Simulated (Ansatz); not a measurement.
Runs of Ansatz 0.2.0 on NiMoIrPdW. It takes space group P3m1 (No. 156, trigonal). The conventional cell has a = 4.117 Å, b = 4.117 Å, c = 5.446 Å, α = 90.00°, β = 90.00°, γ = 120.00°. Ni (site symmetry 3m) is surrounded by 3 Mo at 2.38 Å and 3 Ir at 2.69 Å. Mo (site symmetry 3m) has 3 Ni at 2.38 Å and 3 Ir at 2.70 Å and 2 Pd at 2.72 to 2.73 Å as nearest neighbours. Around Pd (site symmetry 3m) lie 3 W at 2.68 Å and 2 Mo at 2.72 to 2.73 Å and 3 Ir at 2.77 Å. Ir (site symmetry 3m) is surrounded by 2 W at 2.66 to 2.78 Å and 3 Ni at 2.69 Å and 3 Mo at 2.70 Å and 3 Pd at 2.77 Å. Around W (site symmetry 3m) lie 2 Ir at 2.66 to 2.78 Å and 3 Pd at 2.68 Å and 3 Mo at 2.81 Å and 3 Ni at 2.82 Å. The cell was built by a generator and needn't be a form met in nature.

```csv
task,level,spin,cell,k mesh,cutoff (eV),points for each segment of the path,mesh quality,gap on the mesh (eV),pressure (GPa),moment (μB),largest force (eV/Å)
band structure,r2SCAN,"non-collinear, ferromagnetic start, SOC",as given,6 × 6 × 4,500,14,not flagged,none,-4.7,0.00,0.18
single point,r2SCANh,"collinear, ferromagnetic start",as given,3 × 3 × 2,500,-,coarse,none,-7.0,(a),0.20
band structure,RPBE,"collinear, ferromagnetic start",as given,8 × 8 × 5,420,14,not flagged,none,(b),0.00,0.07
band structure,r2SCAN,"collinear, ferromagnetic start",as given,8 × 8 × 5,500,14,not flagged,none,-4.9,0.00,0.07
relaxation of cell and atoms,r2SCAN,"collinear, ferromagnetic start",relaxed,6 × 6 × 4,500,-,not flagged,none,0.0,0.00,0.01
```

Alike in all rows: potentials or basis Ansatz PAW; smearing fermi-dirac 0.05 eV.

Problem. Fill in the values left out.

Solution. (a) 0.78; (b) 3.7.

Caveats: some runs use coarse meshes; the PAW data sets come from PBE, with cores solved anew for the run's functional, which leaves a small shift of forces and pressure; the magnetic or orbital state may not be the lowest (some runs); the starting moments weren't kept (some runs); spin-orbit coupling is left out, which moves the levels of the heavy elements (some runs); the thresholds are loose for stress (some runs); the plane-wave basis is chosen anew once the cell has moved, so the energies of steps on either side of that aren't comparable (some runs).

A k mesh can miss the band edges, and rows without SOC leave out spin-orbit coupling on Ir, Mo, Pd, W.

A gap of «none» marks a metal or a gap under the smearing width.

Runs at the PBE level aren't shown here.
